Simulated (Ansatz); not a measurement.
## AlBrH2SSi, SMILES [Br][Al]1[SiH2][S]1: an atomisation energy, step by step

With Ansatz's Python interface.

Contents of `albrh2ssi.xyz`:
```text
6

Br    0.20590   -3.13400    1.53200
Al    0.03660   -1.33130   -0.06820
Si    0.14180    1.01700   -0.16900
S    -1.21580    0.05810   -1.35710
H     1.28580    1.56530   -0.96130
H    -0.41220    1.76090    0.97740
```

The cells in order, each with its output:

```python
from collections import Counter

import ansatz as az


def total_energy(molecule, charge=0, unpaired=0):
    calc = (
        molecule.calculation()
        .basis(gaussian="def2-TZVP")
        .functional("r2scan0")
    )
    if charge:
        calc = calc.charge(charge)
    if unpaired:
        calc = calc.spin("collinear", total=unpaired)
    return calc.run(threads=1).report["free_energy_ev"]
```

```python
molecule = az.Crystal.molecule_from_extxyz("albrh2ssi.xyz")
```

```python
# Hund ground states
unpaired = {"Br": 1, "Al": 1, "Si": 2, "S": 2, "H": 1}
counts = Counter(site.symbol for site in molecule.cartesian_sites)
atom_energy = {s: total_energy(az.Crystal.molecule().atom(s, (0, 0, 0)), 0, unpaired[s]) for s in counts}
whole = total_energy(molecule, 0, 0)
for s, e in atom_energy.items():
    print(f"{s:2s} x{counts[s]}  {e:14.5f} eV")
print(f"AlBrH2SSi: {whole:.5f} eV")
split = sum(counts[s] * e for s, e in atom_energy.items()) - whole
print(f"atomisation energy (no zero-point term): {23.060548 * split:.1f} kcal/mol, {split / sum(counts.values()):.3f} eV an atom")
```

    Br x1    -70044.66948 eV
    Al x1     -6594.08278 eV
    Si x1     -7873.33412 eV
    S  x1    -10832.40200 eV
    H  x2       -13.60215 eV
    AlBrH2SSi: -95388.62134 eV
    atomisation energy (no zero-point term): 390.4 kcal/mol, 2.821 eV an atom

390.4 kcal/mol from the electronic energies, without the zero-point term.

Total energies depend on the basis set; only differences at equal settings carry meaning. The geometry is a force-field or estimated start, not a minimum of this method, and the basis set is short of its limit. All parts are taken at fixed geometry, without zero-point energy. The spin-orbit lowering of heavy atoms is left out. Timing: 18 s on 1 thread of Arm Neoverse V2, with other jobs on the host, peak memory 0.47 GiB.
